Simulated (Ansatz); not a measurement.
This geometry of a periodic cell of 17 atoms, HW8C8 (surface WC(001), adsorbate H) is a first-order saddle point. Atoms 1, 5, 9, 13 are held.

Level of theory: DFT PBE, scalar-relativistic, plane waves, PAW in Ansatz. Settings: PAW set soft_1, cutoff 420 eV, k mesh 5x5x1, gaussian smearing 0.15 eV, no spin polarisation.

```xyz
17
Lattice="5.7891 0.0000 0.0000 -2.8946 5.0135 0.0000 0.0000 0.0000 16.2482" Properties=species:S:1:pos:R:3
W 0.000 0.000 1.000
C 1.447 0.840 2.328
W 0.006 -0.004 3.875
C 1.451 0.793 5.051
W -1.447 2.507 1.000
C 0.004 3.340 2.328
W -1.448 2.514 3.875
C -0.035 3.367 5.051
W 2.895 0.000 1.000
C 4.343 0.836 2.306
W 2.913 0.011 3.843
C 4.374 0.854 4.976
W 1.447 2.507 1.000
C 2.889 3.339 2.324
W 1.439 2.502 3.906
C 2.900 3.345 5.001
H -0.621 4.655 5.574
```

Question: Which two structures does it join? (They come from a converged band through this point; their orientation in space is the band's.)

Answer: The atom that moves furthest is H17, by 2.89 Å; four of its nearest neighbours are C8 1.09, W7 2.87, W15 2.87, W11 2.87 Å at the first end and C4 1.09, W3 2.87, W11 2.87, W15 2.87 Å at the last.

Image 0:

```xyz
17
Lattice="5.7891 0.0000 0.0000 -2.8946 5.0135 0.0000 0.0000 0.0000 16.2482" Properties=species:S:1:pos:R:3
W 0.000 0.000 1.000
C 1.446 0.835 2.320
W -0.001 0.000 3.869
C 1.461 0.843 4.985
W -1.447 2.507 1.000
C 0.000 3.342 2.340
W -1.449 2.506 3.864
C -0.001 3.342 5.108
W 2.895 0.000 1.000
C 4.343 0.834 2.320
W 2.894 0.001 3.865
C 4.327 0.843 4.985
W 1.447 2.507 1.000
C 2.894 3.344 2.320
W 1.448 2.506 3.865
C 2.894 3.326 4.985
H -0.004 3.339 6.199
```

Image 6:

Only the atoms that move by more than 0.05 Å are listed.
```
C4 1.446 0.835 5.108
C8 0.013 3.350 4.985
H17 -1.451 5.846 6.199
```

Question: How far does it lie above each of them?

Answer: 1.65 eV above the first and 1.65 eV above the second. This is the barrier of this one path; another mechanism may lie lower. Limits of this set-up: coarse k mesh, thin slab, slab without dipole correction, odd electron count without spin, a typed lattice constant that wasn't relaxed here.

Run time: 24 min on 4 threads of Arm Neoverse V2 (shared host), peak memory 3.7 GiB.
